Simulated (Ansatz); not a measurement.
**ZrO2: from a rough start to a minimum**

Aim: relax ZrO2 from a cheap starting geometry, check the end point by its vibrations and derive ideal-gas thermochemistry.

The runs use Ansatz 0.2.0, Gaussian basis; RKS PBE0-D4/def2-TZVP.

The runs, in order: relaxation at PBE0-D4/def2-TZVP; harmonic vibrations at the same level.

1 further run of the same task is left out (set aside as unsound or not needed).

### 1 Where the work starts

SMILES `[O]=[Zr]=[O]`, 3 atoms, charge 0, spin multiplicity 1.

Atoms are counted from 1 here; the program's logs count them from 0.

Bond lengths: O1–Zr2 1.779 Å, Zr2–O3 1.779 Å. Angles: O1–Zr2–O3 106.4°.

As a file:

```xyz
3
O2Zr
O     0.6497    1.2596    0.3835
Zr    0.3585   -0.4955    0.3618
O    -1.0082   -0.7641   -0.7453
```

The start is a GFN2-xTB geometry. Zr takes the def2 core potential; no spin-orbit term is included.

### 2 Optimising with PBE0-D4/def2-TZVP

Contents of in.yaml:

```yaml
crystal:
  periodic: [false, false, false]
  atoms:
    - {symbol: O, position_ang: [0.649700, 1.259620, 0.383450]}
    - {symbol: Zr, position_ang: [0.358470, -0.495540, 0.361830]}
    - {symbol: O, position_ang: [-1.008170, -0.764080, -0.745280]}
basis:
  gaussian: {orbitals: def2-TZVP}
hamiltonian: {xc: pbe0, dispersion: d4}
relax: {f_tol: 0.005, max_steps: 150}
```

Further steps of the session: Force constants and modes.

Before running them: what should the planned runs give, taken together? Wanted: point group; shift from the start; total energy; dispersion term; dipole moment; lowest, highest wavenumber; zero-point energy.

The runs gave:

```
                  quantity            value
               point group              C2v
                     steps                5
shift from the start (rms)          0.014 Å
              total energy    -5372.6264 eV
           dispersion term          -48 meV
             dipole moment           7.92 D
lowest, highest wavenumber    310, 961 cm⁻¹
         zero-point energy      12.9 kJ/mol
       entropy at 298.15 K  268.0 J/(mol K)
```

In words: The relaxed geometry lies 0.014 Å (rms) from the start; the bond that changed most is O1–Zr2, from 1.779 to 1.761 Å. All wavenumbers are real, so the end point is a minimum. The stiffest mode, 961 cm⁻¹, is a Zr–O stretch. The largest Mulliken charge, +1.25 e, sits on Zr2.
